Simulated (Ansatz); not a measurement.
# Time against size: PBE, supercells of Si, on Xeon 6975P-C cores, threads left to the program

The runs below are of Ansatz 0.2.0 on an Intel Xeon 6975P-C node (Granite Rapids, 96 cores, 192 hardware threads, 360 GiB), one at a time and with no other job on the machine; times are wall-clock times from launch to exit. Times and memory are rounded to two significant figures, and ratios are formed from the unrounded values. A row is a single run, so small differences between rows aren't established. System services beside the runs took up to 2 cores (rounded up). Precision is the program's default, which can work at lower precision in parts of a run.

The smallest member is a 2×2×1 supercell of Si (Fd-3m), atoms displaced at random by about 0.04 Å along each cell vector. Its input:

```yaml
crystal:
  lattice:
    - [0.000000, 5.443702, 5.443702]
    - [5.443702, 0.000000, 5.443702]
    - [2.721851, 2.721851, 0.000000]
  atoms:
    - { symbol: Si, position: [0.137149, 0.121556, 0.254103] }
    - { symbol: Si, position: [0.000761, 0.004339, -0.014570] }
    - { symbol: Si, position: [0.122845, 0.621096, 0.238833] }
    - { symbol: Si, position: [-0.004384, 0.497337, -0.002980] }
    - { symbol: Si, position: [0.620289, 0.127193, 0.244311] }
    - { symbol: Si, position: [0.483385, 0.006187, -0.004072] }
    - { symbol: Si, position: [0.621138, 0.626395, 0.252389] }
    - { symbol: Si, position: [0.500274, 0.495560, 0.001991] }
kpoints:
  mp_grid: { grid: [1, 1, 1] }
hamiltonian:
  xc: pbe
  pseudopotentials: { azcp: { folder: soft_1 } }
scf:
  occupations: { method: fixed }
output: { forces: true }
```

The program chose a cutoff of 420 eV. The folder soft_1 holds one of the program's own sets of PAW files, generated with PBE and used with every functional where the input names it.

Command, without the flags for output files and display:

```bash
ansatz run input.yaml --backend cpu
```

```
atoms  electrons  k mesh  k points  plane waves  dense FFT grid  bands at the start  SCF iterations  threads  wall time  SCF clock  outside it  host memory (GiB)                           remarks
    8         32   1×1×1         1         3095        54×54×27                  24               9       24     0.18 s     0.11 s     0.069 s               0.45      bands 24→20; workers unbound
   16         64   1×1×1         1         6231        54×54×54                  48               8       48     0.27 s     0.18 s     0.088 s               0.60      bands 48→42; workers unbound
   36        144   1×1×1         1        14113        80×80×54                 108               7       96     0.53 s     0.38 s      0.15 s                1.2     bands 108→88; workers unbound
   72        288   1×1×1         1        28363       108×80×80                 216               8       96      1.1 s     0.86 s      0.21 s                2.3    bands 216→184; workers unbound
  128        512   1×1×1         1        50557     108×108×108                 384               8       96      1.9 s      1.6 s      0.27 s                4.7    bands 384→334; workers unbound
  200        800   1×1×1         1        78817     135×135×108                 600               9       96      3.8 s      3.5 s      0.35 s                7.9    bands 600→526; workers unbound
  360       1440   1×1×1         1       141841     160×160×135                1080               9       96      9.9 s      9.4 s      0.55 s                 17   bands 1080→952; workers unbound
  504       2016   1×1×1         1       198541     192×160×160                1512              10       96       22 s       21 s      0.87 s                 29  bands 1512→1336; workers unbound
  784       3136   1×1×1         1       308891     216×192×192                2352              10       96       62 s       61 s       1.3 s                 58  bands 2352→2083; workers unbound
 1024       4096   1×1×1         1       403717     216×216×216                3072              10       96      110 s      110 s       1.6 s                 91  bands 3072→2723; workers unbound
```

The SCF clock is the program's own. It runs from the start of the first SCF loop to the final result and holds forces, stress, later SCFs and response steps. Outside it lie start-up, exit and the set-up ahead of the first loop, which depends on the cell and the method.

Runs at Γ alone can use real arithmetic, which is cheaper than at other k points.

«bands a→b»: once the levels showed a gap the program dropped high empty bands and went on with b of the a at the start. «workers unbound»: the program didn't bind its workers to cores in this run.

One k point is too coarse a mesh for the properties of small cells; the series shows cost alone.

The threads change along the series too.

Of the smallest member's 0.18 s, 0.069 s lies outside the SCF clock, so the wall time grows less with size than the clocked work: from 8 to 1024 atoms the wall time changes by a factor of 610, and the time on the SCF clock by 990. The smallest member has under 2 s on the SCF clock, so these factors are rough.

From 360 to 1024 atoms the time on the SCF clock grows as N^2.3: a straight line in log t against log N through the 4 rows with 360, 504, 784, 1024 atoms, which misses none by more than 4 %. This is a local slope, which needn't hold at other sizes, and it lies below the formal N^3 of the method.

Q: How long does the member with 1458 atoms take (1×1×1 mesh, 1 k point, 574697 plane waves, 4374 bands)?

A: 4.7 min, in 11 SCF iterations, with 170 GiB of host memory. Remarks: bands 4374→3880; workers unbound.
